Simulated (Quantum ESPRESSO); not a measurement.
A run of Quantum ESPRESSO 7.5 is set up as follows.

Contents of pw.in:

```
&CONTROL
  calculation = 'scf'
  prefix = 'pwscf'
  outdir = './tmp'
  pseudo_dir = './pseudo'
  tprnfor = .true.
  disk_io = 'low'
/
&SYSTEM
  ibrav = 0
  celldm(1) = 8
  nat = 1
  ntyp = 1
  ecutwfc = 66
  nbnd = 13
  occupations = 'smearing'
  smearing = 'fd'
  degauss = 0.00367493
/
&ELECTRONS
  conv_thr = 1d-09
  electron_maxstep = 150
  mixing_beta = 0.3
  mixing_mode = 'local-TF'
/
ATOMIC_SPECIES
Bi   208.9804 Bi.upf
CELL_PARAMETERS alat
  0.7391947195392   0.0000000000000   0.0000000000000
  0.0000000000000   0.7391947195392   0.0000000000000
  0.0000000000000   0.0000000000000   5.6219352207617
ATOMIC_POSITIONS crystal
Bi     0.5000000000    0.5000000000    0.2941200000
K_POINTS automatic
9 9 1 0 0 0
```

pp_density.in

```
&INPUTPP
  prefix = 'pwscf'
  outdir = './tmp'
  filplot = 'density.dat'
  plot_num = 0
/
&PLOT
  nfile = 1
  filepp(1) = 'density.dat'
  iflag = 3
  output_format = 6
  fileout = 'density.cube'
/
```

Contents of pp_potential.in:

```
&INPUTPP
  prefix = 'pwscf'
  outdir = './tmp'
  filplot = 'potential.dat'
  plot_num = 11
/
&PLOT
  nfile = 1
  filepp(1) = 'potential.dat'
  iflag = 3
  output_format = 6
  fileout = 'potential.cube'
/
```

File pp_elf.in:

```
&INPUTPP
  prefix = 'pwscf'
  outdir = './tmp'
  filplot = 'elf.dat'
  plot_num = 8
/
&PLOT
  nfile = 1
  filepp(1) = 'elf.dat'
  iflag = 3
  output_format = 6
  fileout = 'elf.cube'
/
```

Potentials or basis: Ansatz NC SR PBE.

Launch:

```console
$ OMP_NUM_THREADS=1 mpirun -n 2 pw.x -nk 2 -in pw.in > pw.out
$ OMP_NUM_THREADS=1 mpirun -n 1 pp.x -in pp_density.in > pp_density.out
$ OMP_NUM_THREADS=1 mpirun -n 1 pp.x -in pp_potential.in > pp_potential.out
$ OMP_NUM_THREADS=1 mpirun -n 1 pp.x -in pp_elf.in > pp_elf.out
```

Task: What does it give for the work function of the upper face?

Result: 4.60 eV.

Task: Estimate the work function of the lower face.

Result: 4.60 eV.

Task: Estimate the band gap on the k mesh.

Result: None (metal or under the smearing width).

Caveat: spin-orbit coupling is left out, which moves the levels of the heavy elements.
